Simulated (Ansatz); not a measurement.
**BaNb (L10 type): how the settings move a single-point run**

How sensitive is a single-point run of BaNb (L10 type) to its settings? A reference run comes first, then two runs with altered input.

Program: Ansatz 0.2.0. Level of theory: reference: DFT, r2SCAN, PAW with Ansatz's default frozen-core files, scalar-relativistic. These are calculated values, not measurements.

1 further run of the same task is left out (set aside as unsound or not needed).

### 1 The starting structure

Symmetry: Pmm2, No. 25, orthorhombic system. The conventional cell has a = 3.068 Å, b = 5.798 Å, c = 3.068 Å, α = 90.00°, β = 90.00°, γ = 90.00°. Ba (site symmetry mm2) is surrounded by 4 Ba at 3.07 Å. Nb (site symmetry mm2) has 4 Nb at 3.07 Å as nearest neighbours.

As a file:

```cif
data_structure
_symmetry_space_group_name_H-M 'P 1'
_symmetry_Int_Tables_number 1
_cell_length_a 3.0684
_cell_length_b 3.0684
_cell_length_c 5.7975
_cell_angle_alpha 90.000
_cell_angle_beta 90.000
_cell_angle_gamma 90.000
_cell_volume 54.59
loop_
_atom_site_label
_atom_site_type_symbol
_atom_site_fract_x
_atom_site_fract_y
_atom_site_fract_z
_atom_site_occupancy
Ba1 Ba 0.06518 0.00000 0.00000 1
Nb1 Nb 0.50000 0.50000 0.50000 1
```

### 2 Reference

input.yaml reads:

```yaml
crystal:
  lattice:
    - [3.0684281362, 0.0, 0.0]
    - [0.0, 3.0684281362, 0.0]
    - [0.0, 0.0, 5.797512062]
  atoms:
    - { symbol: Ba, position: [0.0651799524, 0.0, 0.0] }
    - { symbol: Nb, position: [0.5, 0.5, 0.5] }
kpoints:
  mp_grid: { grid: [9, 9, 7] }
scf:
  occupations: { method: fermi_dirac, width: 0.05 }
hamiltonian:
  xc: r2scan
  pseudopotentials: { kind: paw }
output:
  forces: true
  stress: true
  eigenvalues: true
  efg: { contact_densities: true }
  write_density: true
  write_potential: true
  elf: true
  volumetric_format: npy
```

Command:

```console
ansatz run input.yaml --threads 1 --pin off --max-ram 2048MiB --backend cpu --events-out ev --progress --plain --runs-dir out
```

### 3 Changing settings: mp_grid.grid [11, 11, 9], chi_scale 0.1

Edit input.yaml of step 2 so:

```diff
@@ -9,5 +9,6 @@
 kpoints:
-  mp_grid: { grid: [9, 9, 7] }
+  mp_grid: { grid: [11, 11, 9] }
 scf:
   occupations: { method: fermi_dirac, width: 0.05 }
+  initial_density: { chi_scale: 0.1 }
 hamiltonian:
@@ -20,5 +21 @@
   efg: { contact_densities: true }
-  write_density: true
-  write_potential: true
-  elf: true
-  volumetric_format: npy
```

### 4 Variant: occupations.method cold, occupations.width 0.1

Edit input.yaml of step 2 so:

```diff
@@ -11,3 +11,3 @@
 scf:
-  occupations: { method: fermi_dirac, width: 0.05 }
+  occupations: { method: cold, width: 0.1 }
 hamiltonian:
```

Before running it: what results should come out? Wanted: for each run, ending; energy change; pressure; gap; force.

As calculated:

```csv
run,ending,energy change,pressure (GPa),gap (eV),force (eV/Å),cycles,time
reference,converged,0,0.1,0.00,0.23,8,51 s
"1: mp_grid.grid [11, 11, 9], chi_scale 0.1",converged,+0.1 meV/atom,0.1,0.00,0.19,10,77 s
"2: occupations.method cold, occupations.width 0.1",converged,+0.1 meV/atom (σ→0),0.1,0.00,0.24,9,54 s
```

Times don't compare one to one where runs were asked for different outputs or read a saved state (see the inputs); cycles may leave out searches for a lower state.

Residual by cycle in the longest SCF loop of each run; runs are numbered as in the table. The quantity is the density residual dr2, in eV.

```csv
cycle,reference,run 1,run 2
1,0.0229,63.1,0.023
2,0.0161,0.459,0.0155
3,0.00218,0.102,0.00212
4,2.3e-4,0.00564,4.9e-4
5,1.2e-5,7.5e-4,1.9e-5
6,1.8e-6,2.7e-5,2.9e-6
7,4.0e-7,3.6e-6,7.2e-7
8,5.8e-8,6.7e-7,1.1e-7
9,-,1.0e-7,3.1e-9
10,-,2.5e-9,-
```

What this shows: No change moves the result by more than the table shows.
